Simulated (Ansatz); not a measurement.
**SnClF (SMILES [F][Sn][Cl]) at 6 levels**

Wanted: a comparison of 6 runs (BHLYP/STO-3G, CAM-B3LYP/STO-3G, HSE06/STO-3G, UB3LYP/STO-3G, wB97X/STO-3G, MP2/STO-3G) of SnClF. 

Program for the calculation: Ansatz 0.2.0.

59 further runs of the same task are left out: 12 that didn't finish, 47 set aside as unsound or not needed.

## 1. The molecule

SnClF: 3 atoms, total charge 0, spin state singlet. As SMILES, `[F][Sn][Cl]`. The Sn2–F1 distance was set to 4.838 Å, away from the relaxed value. At this shape a bond of the SMILES string is far longer than usual.

Bond lengths: Sn2–Cl3 2.360 Å.

## 2. The energy at BHLYP/STO-3G (run 1)

in.yaml reads:

```yaml
crystal:
  periodic: [false, false, false]
  atoms:
    - {symbol: F, position_ang: [-3.720474, -0.789411, -2.147065]}
    - {symbol: Sn, position_ang: [0.164300, 0.898100, 0.190700]}
    - {symbol: Cl, position_ang: [1.214300, -1.186000, 0.540500]}
basis:
  gaussian:
    orbitals: STO-3G
hamiltonian:
  xc: {name: BHLYP}
accuracy: high
```

The run is started by

```bash
$ ansatz run in.yaml --threads 1 --pin off --max-ram 2610MiB --events-out events.jsonl --progress --plain --runs-dir runs
```

Output:

```text
Warning: RAYON_NUM_THREADS=1 ignored (pool sized by the plan → 1); use --threads N
Functional definition: BHLYP
  name "BHLYP"
  parameter a = 0.5
  exchange = (1 - a)*b88_x + a*exact_x
  correlation = lyp_c
696 factors; integrals over basis functions are off by at most 2.6e-8 eV
mean field evaluation 1: about -177378.4022 eV, gradient 1.3e1 eV
mean field evaluation 2: about -177033.7496 eV, gradient 4.7e0 eV
mean field evaluation 4: about -177375.6118 eV, gradient 2.2e1 eV
mean field evaluation 8: about -177386.6665 eV, gradient 7.0e-2 eV
mean field evaluation 16: about -177386.6868 eV, gradient 4.0e-9 eV
mean field evaluation 32: about -177382.5416 eV, gradient 2.5e1 eV
mean field -177386.68676865 eV, -6518.8405017330 hartree, gradient 4.3e-9 eV, S^2 0.000000; 4 other end points of the search recorded, 0 dependent functions left out
reference -177386.68678864 eV, -6518.8405024676 hartree; 38, 38 occupied and 3, 3 virtual orbitals, 696 factors
Total energy: -177386.68678864 eV, -6518.8405024676 hartree
```

It took 5.1 s on 1 thread of Arm Neoverse V1, shared host; peak memory 0.14 GiB.

## 3. The energy at CAM-B3LYP/STO-3G (run 2)

job.yaml reads:

```yaml
crystal:
  periodic: [false, false, false]
  atoms:
    - symbol: F
      position_ang: [-3.720474, -0.789411, -2.147065]
    - symbol: Sn
      position_ang: [0.164300, 0.898100, 0.190700]
    - symbol: Cl
      position_ang: [1.214300, -1.186000, 0.540500]
basis:
  gaussian:
    orbitals: STO-3G
hamiltonian:
  xc: {name: CAM-B3LYP}
magnetization:
  spin_polarized: false
accuracy: high
```

The run is started by

```bash
$ ansatz run job.yaml --threads 1 --pin off --max-ram 2610MiB --events-out events.jsonl --progress --plain --runs-dir runs
```

Output, shortened:

```text
Warning: RAYON_NUM_THREADS=1 ignored (pool sized by the plan → 1); use --threads N
Functional definition: CAM-B3LYP
  name "CAM-B3LYP"
[...]
696 factors; integrals over basis functions are off by at most 2.6e-8 eV
168 factors; integrals over basis functions are off by at most 2.0e-9 eV
[...]
mean field -177385.49544008 eV, -6518.7967212157 hartree, gradient 1.8e-8 eV, S^2 0.000000; 4 other end points of the search recorded, 0 dependent functions left out
reference -177385.49545424 eV, -6518.7967217359 hartree; 38, 38 occupied and 3, 3 virtual orbitals, 696 factors
Total energy: -177385.49545424 eV, -6518.7967217359 hartree
```

Wall time 5.7 s (1 thread of Arm Neoverse V1, shared host); peak memory 0.15 GiB.

## 4. A single-point energy at HSE06/STO-3G (run 3)

molecule.yaml reads:

```yaml
crystal:
  periodic: [false, false, false]
  atoms:
    - {symbol: F, position_ang: [-3.720474, -0.789411, -2.147065]}
    - {symbol: Sn, position_ang: [0.164300, 0.898100, 0.190700]}
    - {symbol: Cl, position_ang: [1.214300, -1.186000, 0.540500]}
basis:
  gaussian: {orbitals: STO-3G}
hamiltonian: {xc: {name: HSE06}}
accuracy: high
```

The run is started by

```bash
$ ansatz run molecule.yaml --threads 1 --pin off --max-ram 2610MiB --events-out events.jsonl --progress --plain --runs-dir runs
```

Output, shortened:

```text
Warning: RAYON_NUM_THREADS=1 ignored (pool sized by the plan → 1); use --threads N
Functional definition: HSE06
  name "HSE06"
[...]
696 factors; integrals over basis functions are off by at most 2.6e-8 eV
59 factors; integrals over basis functions are off by at most 1.2e-9 eV
[...]
mean field -177369.74212783 eV, -6518.2177976684 hartree, gradient 8.5e-9 eV, S^2 0.000000; 8 other end points of the search recorded, 0 dependent functions left out
reference -177369.74212960 eV, -6518.2177977335 hartree; 38, 38 occupied and 3, 3 virtual orbitals, 696 factors
Total energy: -177369.74212960 eV, -6518.2177977335 hartree
```

It took 17 s on 1 thread of Arm Neoverse V1, shared host; peak memory 0.15 GiB.

Runs 4 to 5 aren't shown in full; the table further down has their settings and results.

## 5. The energy at MP2/STO-3G (run 6)

input.yaml reads:

```yaml
crystal:
  periodic: [false, false, false]
  atoms:
    - {symbol: F, position_ang: [-3.720474, -0.789411, -2.147065]}
    - {symbol: Sn, position_ang: [0.164300, 0.898100, 0.190700]}
    - {symbol: Cl, position_ang: [1.214300, -1.186000, 0.540500]}
basis:
  gaussian:
    orbitals: STO-3G
correlation:
  method: mp2
  frozen_orbitals: {Cl: 5, F: 1, Sn: 18}
accuracy: high
```

The run is started by

```bash
$ ansatz run input.yaml --threads 1 --pin off --max-ram 2610MiB --events-out events.jsonl --progress --plain --runs-dir runs
```

Output, shortened:

```text
Warning: RAYON_NUM_THREADS=1 ignored (pool sized by the plan → 1); use --threads N
Functional definition: HF
  name "HF"
[...]
696 factors; integrals over basis functions are off by at most 2.6e-8 eV
[...]
mean field -177299.07687878 eV, -6515.6208976645 hartree, gradient 1.9e-8 eV, S^2 0.000000; 8 other end points of the search recorded, 0 dependent functions left out; unrestricted orbitals would lower it
[...]
unrestricted determinant -177306.25139199 eV, -6515.8845561621 hartree, S^2 1.0038
24 core orbitals not correlated: weight in the atoms' cores, before any rotation towards them, 1.000 or more for the frozen orbitals, at most 0.000 for the correlated occupied ones
reference -177299.07687878 eV, -6515.6208976645 hartree; 14, 14 occupied and 3, 3 virtual orbitals, 696 factors
second order -8.95586526 eV of doubles, -0.00000000 eV of singles
Total energy: -177308.03274404 eV, -6515.9500196422 hartree
```

It took 4.8 s on 1 thread of Arm Neoverse V1, shared host; peak memory 0.21 GiB.

## 6. All runs side by side

```csv
run,level,frozen core orbitals,energy (Eh),wall time
1,BHLYP/STO-3G,–,-6518.840502,5.1 s
2,CAM-B3LYP/STO-3G,–,-6518.796722,5.7 s
3,HSE06/STO-3G,–,-6518.217798,17 s
4,UB3LYP/STO-3G,–,-6518.760356,84 s
5,wB97X/STO-3G,–,-6518.800595,26 s
6,MP2/STO-3G,24,-6515.950020,4.8 s
```

## 7. Summary of results

```
                                           quantity           value
                                run 6: total energy  -6515.95002 Eh
run 6: correlation energy (24 core orbitals frozen)      -329.1 mEh
```

**Reading.** Totals of different functionals can't be ranked against each other. In run 6 the log says that unrestricted orbitals would lower the reference, so the values rest on an unstable closed-shell determinant (other closed-shell runs at this shape may share the fault). In runs 1, 2, 3, 4, 5, 6 the basis is minimal, so the values are rough. In runs 1, 2, 3, 5, 6 a closed-shell determinant meets a far-stretched bond, which it describes badly. In runs 1, 2, 3, 4, 5, 6 relativity is left out where basis or elements ask for it. Spin contamination of the reference: run 4 ⟨S²⟩ = 1.00. Where it is this large, the reference is a mixture of spin states, and values that rest on it are in doubt. All runs together took 2.4 min, the longest 84 s.
